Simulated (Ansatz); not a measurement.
# SiC (Moissanite 3C): the cost of one run

Computed with Ansatz 0.2.0 (DFT r2SCAN, scalar-relativistic, plane waves, PAW, unless a step's input says otherwise).

2 further runs of the same task are left out: 2 set aside as unsound or not needed.

### Step 1. The structure to begin with

It takes space group F-43m (No. 216, cubic). Conventional cell: a = 4.356 Å, b = 4.356 Å, c = 4.356 Å, α = 90.00°, β = 90.00°, γ = 90.00°. Around Si (site symmetry -43m) lie 4 C at 1.89 Å. C (site symmetry -43m) is surrounded by 4 Si at 1.89 Å.

As a file:

```cif
data_structure
_symmetry_space_group_name_H-M 'F-43m'
_symmetry_Int_Tables_number 216
_cell_length_a 4.3564
_cell_length_b 4.3564
_cell_length_c 4.3564
_cell_angle_alpha 90.000
_cell_angle_beta 90.000
_cell_angle_gamma 90.000
_cell_volume 82.67
loop_
_atom_site_label
_atom_site_type_symbol
_atom_site_symmetry_multiplicity
_atom_site_Wyckoff_symbol
_atom_site_fract_x
_atom_site_fract_y
_atom_site_fract_z
_atom_site_occupancy
Si1 Si 4 a 0.00000 0.00000 0.00000 1
C1 C 4 d 0.25000 0.25000 0.75000 1
```

This cell was relaxed beforehand with the same method: volume 10.33 Å³/atom, gap on the mesh 1.71 eV.

### Step 2. Zone-centre modes

input.yaml

```yaml
crystal:
  lattice:
    - [0.0, 2.1781773191, 2.1781773191]
    - [2.1781773191, 0.0, 2.1781773191]
    - [2.1781773191, 2.1781773191, 0.0]
  atoms:
    - { symbol: Si, position: [0.0, 0.0, 0.0] }
    - { symbol: C, position: [0.25, 0.25, 0.25] }
basis:
  ecutwfc: 500
kpoints:
  mp_grid: { grid: [10, 10, 10] }
hamiltonian:
  xc: r2scan
scf:
  occupations: { method: fixed }
output:
  eigenvalues: true
phonons:
  method: dfpt
  dielectric: true
  rigid_motions: translations
  eigenvectors: true
```

The run is started by

```sh
$ ansatz run input.yaml --threads 1 --pin off --max-ram 2560MiB --backend cpu --events-out ev --progress --plain --runs-dir out
```

**Question.** How long does this run take on 1 thread of Arm Neoverse V2, shared host, and how much memory does it need?

About 55 s, with a peak of 0.73 GiB.
